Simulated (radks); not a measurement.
**Ionisation energy and size from Lu⁴⁺ to Hg⁴⁺**

An exercise on one series of results from a longer session: the logs are not shown, and one member is left open.

The numbers are computed with radks (a radial shooting solver on a logarithmic mesh, Libxc functionals) version 1 (Dirac Kohn-Sham, PBE, spin-unpolarised, spherical densities, point nucleus; open shells are shared between the two j in proportion to 2j + 1), except any that are marked as measured or tabulated.

## The system

```
species : Lu⁴⁺, Hf⁴⁺, Ta⁴⁺, W⁴⁺, Re⁴⁺, Os⁴⁺, Ir⁴⁺, Pt⁴⁺, Au⁴⁺, Hg⁴⁺
runs    : 20, each species and its next ion
```

Set-up of the first run:

The run's settings:

```text
Z 71
configuration [Xe] 4f13
relativity Dirac
functional pbe,pbe
spin unpolarised
j_filling average
nucleus point
c 137.035999084
```

Steps of the session up to this table: Lu⁴⁺, [Xe] 4f13; Lu⁵⁺, [Xe] 4f12; Hf⁴⁺, [Xe] 4f14; Hf⁵⁺, [Xe] 4f13; Ta⁴⁺, [Xe] 4f14 5d1; Ta⁵⁺, [Xe] 4f14; W⁴⁺, [Xe] 4f14 5d2; W⁵⁺, [Xe] 4f14 5d1; Re⁴⁺, [Xe] 4f14 5d3; Re⁵⁺, [Xe] 4f14 5d2; Os⁴⁺, [Xe] 4f14 5d4; Os⁵⁺, [Xe] 4f14 5d3; Ir⁴⁺, [Xe] 4f14 5d5; Ir⁵⁺, [Xe] 4f14 5d4; Pt⁴⁺, [Xe] 4f14 5d6; Pt⁵⁺, [Xe] 4f14 5d5; Au⁴⁺, [Xe] 4f14 5d7; Au⁵⁺, [Xe] 4f14 5d6; Hg⁴⁺, [Xe] 4f14 5d8; Hg⁵⁺, [Xe] 4f14 5d7.

One table of the session follows, with a row left open; its other results are not shown here.

```
species  Δ-SCF (eV)  −ε(HOMO) (eV)  its <r> (bohr)
   Lu⁴⁺      69.090         56.753            1.35
   Hf⁴⁺      69.539         57.041            1.33
   Ta⁴⁺      47.515         40.730            1.75
    W⁴⁺      50.059         43.029            1.68
   Re⁴⁺      52.585         45.305            1.61
   Os⁴⁺           ?              ?               ?
   Ir⁴⁺      57.578         49.775            1.50
   Pt⁴⁺      60.044         51.970            1.45
   Au⁴⁺      62.492         54.142            1.40
   Hg⁴⁺      64.924         56.292            1.36
```

**Question.** Estimate the row for Os⁴⁺.

The run gave: Δ-SCF (eV): 55.091; −ε(HOMO) (eV): 47.554; its <r> (bohr): 1.55. In the column «Δ-SCF (eV)» it lies between Re⁴⁺ (52.585) and Ir⁴⁺ (57.578).

Limits of these values: For Lu⁴⁺, Hf⁴⁺ the highest level isn't the widest one, so −ε(HOMO) and <r> belong to different orbitals, and Δ-SCF follows the ion's typed configuration. Spin polarisation and multiplet splitting are left out, so open shells lie too high by an amount that depends on their filling.
